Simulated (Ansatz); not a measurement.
# CH5FO2Sn: how energies converge with the basis set

An exercise on one series of results from a longer session: the logs are not shown, and one member is left open.

The runs use Ansatz 0.2.0, Gaussian basis; one geometry, several basis sets.

The runs, in order: PBE0-D4/def2-SVP; ωB97M-V/def2-SVP; PBE0-D4/def2-QZVPP; ωB97M-V/def2-QZVPP; the functionals' def2-TZVPP values are taken from earlier runs.

## Structure used throughout

All runs share one geometry, relaxed beforehand with PBE0-D4 in a triple-zeta def2 set. Sn takes the def2 core potential; no spin-orbit term is included.

SMILES `[CH3][Sn]([OH])([OH])[F]`, 10 atoms, charge 0, spin multiplicity 1.

Atoms are counted from 1 here; the program's logs count them from 0.

Bond lengths: C1–Sn2 2.105 Å, C1–H6 1.089 Å, C1–H7 1.089 Å, C1–H8 1.089 Å, Sn2–O3 1.944 Å, Sn2–O4 1.950 Å, Sn2–F5 1.924 Å, O3–H9 0.961 Å, O4–H10 0.961 Å. Angles: Sn2–C1–H6 108.7°, Sn2–C1–H7 108.8°, Sn2–C1–H8 109.0°, H6–C1–H7 110.2°, H6–C1–H8 110.1°, H7–C1–H8 110.0°, C1–Sn2–O3 110.5°, C1–Sn2–O4 116.8°, C1–Sn2–F5 111.5°, O3–Sn2–O4 108.5°, O3–Sn2–F5 107.1°, O4–Sn2–F5 101.7°, Sn2–O3–H9 113.5°, Sn2–O4–H10 111.8°.

Coordinates:

```
C    -1.52484   -0.43419   -0.58946
Sn    0.31711    0.22047    0.19159
O     0.66627   -0.62355    1.90795
O     1.88642   -0.01025   -0.94309
F     0.32325    2.12246    0.48396
H    -2.10193   -0.89154    0.21262
H    -2.05929    0.42350   -0.99481
H    -1.33784   -1.16218   -1.37750
H     1.57293   -0.51883    2.20812
H     2.34103    0.82281   -1.09648
```

Set-up of the first run:

in.yaml reads:

```yaml
crystal:
  periodic: [false, false, false]
  atoms:
    - {symbol: C, position_ang: [-1.524836, -0.434195, -0.589459]}
    - {symbol: Sn, position_ang: [0.317107, 0.220472, 0.191586]}
    - {symbol: O, position_ang: [0.666274, -0.623555, 1.907951]}
    - {symbol: O, position_ang: [1.886417, -0.010247, -0.943091]}
    - {symbol: F, position_ang: [0.323245, 2.122462, 0.483959]}
    - {symbol: H, position_ang: [-2.101930, -0.891536, 0.212624]}
    - {symbol: H, position_ang: [-2.059293, 0.423498, -0.994811]}
    - {symbol: H, position_ang: [-1.337840, -1.162180, -1.377502]}
    - {symbol: H, position_ang: [1.572929, -0.518828, 2.208120]}
    - {symbol: H, position_ang: [2.341027, 0.822810, -1.096478]}
basis:
  gaussian: {orbitals: def2-SVP}
hamiltonian: {xc: pbe0, dispersion: d4}
output: {orbitals: {seedname: orbitals}}
```

Started as:

```sh
ansatz run in.yaml --threads 4 --pin off --events-out ev --progress --plain --max-ram 10444MiB
```

Steps of the session up to this table: PBE0-D4 in def2-SVP; ωB97M-V in def2-SVP; PBE0-D4 in def2-QZVPP; ωB97M-V in def2-QZVPP.

One of the session's tables, all rows but one given; the rest of the session is left out.

It belongs to the step «Density functionals: the series». 

| functional | basis | HOMO (eV) |
| --- | --- | --- |
| PBE0-D4 | def2-SVP | -8.53 |
| PBE0-D4 | def2-TZVPP | -8.80 |
| PBE0-D4 | def2-QZVPP | -8.85 |
| ωB97M-V | def2-SVP | ? |
| ωB97M-V | def2-TZVPP | -11.20 |
| ωB97M-V | def2-QZVPP | -11.25 |

Q: Estimate the row for ωB97M-V, def2-SVP from the others.

The run gave: HOMO (eV): -10.92. In the column «HOMO (eV)» it lies between ωB97M-V, def2-TZVPP (-11.20) and PBE0-D4, def2-QZVPP (-8.85).
